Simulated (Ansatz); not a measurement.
# C2H4F2Si: up Jacob's ladder to CCSD(T)

One table from this session's results is given with a row withheld; the runs are named, their logs left out.

Computed with Ansatz 0.2.0, Gaussian basis. Level: functionals in def2-TZVPP, the program's frozen cores in correlated methods.

Levels to be run: LDA (SPW92), PBE-D4, revPBE-D4, BLYP-D4, r2SCAN-D4, B97M-V, PBE0-D4, B3LYP-D4, r2SCANh-D4, r2SCAN0-D4, HSE06-D4, BHLYP-D4, CAM-B3LYP-D4, LC-ωPBE, ωB97X-V, ωB97M-V, B2PLYP, PBE-QIDH; CCSD(T)/def2-SVP; CCSD(T)/def2-TZVPP; MP2/def2-QZVPP; extrapolation to the limit; RPA on PBE.

### Structure used throughout

The geometry comes from an earlier relaxation with PBE0-D4 in a triple-zeta def2 set; it is a stationary point, not always the lowest conformer.

SMILES `F[C@H]1[SiH2][C@@H]1F`, 9 atoms, charge 0, spin multiplicity 1.

Atoms are counted from 1 here; the program's logs count them from 0.

Bond lengths: F1–C2 1.367 Å, C2–Si3 1.877 Å, C2–C4 1.494 Å, C2–H6 1.092 Å, Si3–C4 1.877 Å, Si3–H7 1.477 Å, Si3–H8 1.477 Å, C4–F5 1.367 Å, C4–H9 1.092 Å. Angles: F1–C2–Si3 130.3°, F1–C2–C4 119.3°, F1–C2–H6 111.3°, Si3–C2–C4 66.6°, Si3–C2–H6 109.9°, C4–C2–H6 112.3°, C2–Si3–C4 46.9°, C2–Si3–H7 115.2°, C2–Si3–H8 123.1°, C4–Si3–H7 123.1°, C4–Si3–H8 115.2°, H7–Si3–H8 116.1°, C2–C4–Si3 66.6°, C2–C4–F5 119.3°, C2–C4–H9 112.3°, Si3–C4–F5 130.3°, Si3–C4–H9 109.9°, F5–C4–H9 111.3°.

The first run:

in.yaml reads:

```yaml
crystal:
  periodic: [false, false, false]
  atoms:
    - {symbol: F, position_ang: [-1.439244, -0.694442, 1.371966]}
    - {symbol: C, position_ang: [-0.415206, 0.023471, 0.820854]}
    - {symbol: Si, position_ang: [1.027844, -0.539586, -0.239896]}
    - {symbol: C, position_ang: [-0.515929, 0.465404, -0.602363]}
    - {symbol: F, position_ang: [-0.658536, 1.795806, -0.880709]}
    - {symbol: H, position_ang: [-0.096031, 0.831024, 1.483433]}
    - {symbol: H, position_ang: [2.329472, 0.074089, 0.093043]}
    - {symbol: H, position_ang: [1.081760, -1.864903, -0.889750]}
    - {symbol: H, position_ang: [-1.225531, -0.137164, -1.173677]}
basis:
  gaussian: {orbitals: def2-TZVPP}
hamiltonian: {xc: lda}
output: {orbitals: {seedname: orbitals}}
```

On the command line:

```sh
$ ansatz run in.yaml --threads 2 --pin off --events-out ev --progress --plain --max-ram 4352MiB
```

Among the steps run: LDA; PBE-D4 (GGA); revPBE-D4 (GGA); BLYP-D4 (GGA); r2SCAN-D4 (meta-GGA); B97M-V (meta-GGA); PBE0-D4 (hybrid); B3LYP-D4 (hybrid); r2SCANh-D4 (hybrid); r2SCAN0-D4 (hybrid); HSE06-D4 (hybrid); BHLYP-D4 (hybrid); CAM-B3LYP-D4 (range-separated); LC-ωPBE (range-separated); ωB97X-V (range-separated); ωB97M-V (range-separated); B2PLYP (double hybrid); PBE-QIDH (double hybrid).

One table of the session follows, with a row left open; its other results are not shown here.

It belongs to the step «Frontier levels by functional». 

| functional | HOMO (eV) | gap (eV) |
| --- | --- | --- |
| LDA (SPW92) | -6.45 | 4.94 |
| PBE-D4 | -6.28 | 4.98 |
| revPBE-D4 | -6.22 | 5.00 |
| BLYP-D4 | -6.17 | 4.97 |
| r2SCAN-D4 | -6.53 | 5.49 |
| B97M-V | -6.61 | 5.46 |
| PBE0-D4 | -7.54 | 7.07 |
| B3LYP-D4 | -7.34 | 6.63 |
| r2SCANh-D4 | -7.00 | 6.25 |
| r2SCAN0-D4 | -7.71 | 7.39 |
| HSE06-D4 | -7.14 | 6.29 |
| BHLYP-D4 | ? | ? |
| CAM-B3LYP-D4 | -8.90 | 9.39 |
| LC-ωPBE | -10.19 | 11.82 |
| ωB97X-V | -9.85 | 11.38 |
| ωB97M-V | -9.73 | 10.99 |

Q: Estimate the row for BHLYP-D4 from the others.

Worked estimate for «HOMO (eV)». Against the share of exact exchange, BLYP-D4 (0, -6.17), B3LYP-D4 (0.2, -7.34) give a slope of -5.85 per unit share; at 0.5 the line stands at -9.09.

**Answer.** HOMO (eV): -8.71; gap (eV): 9.05. In «HOMO (eV)» the line misses by -0.38.
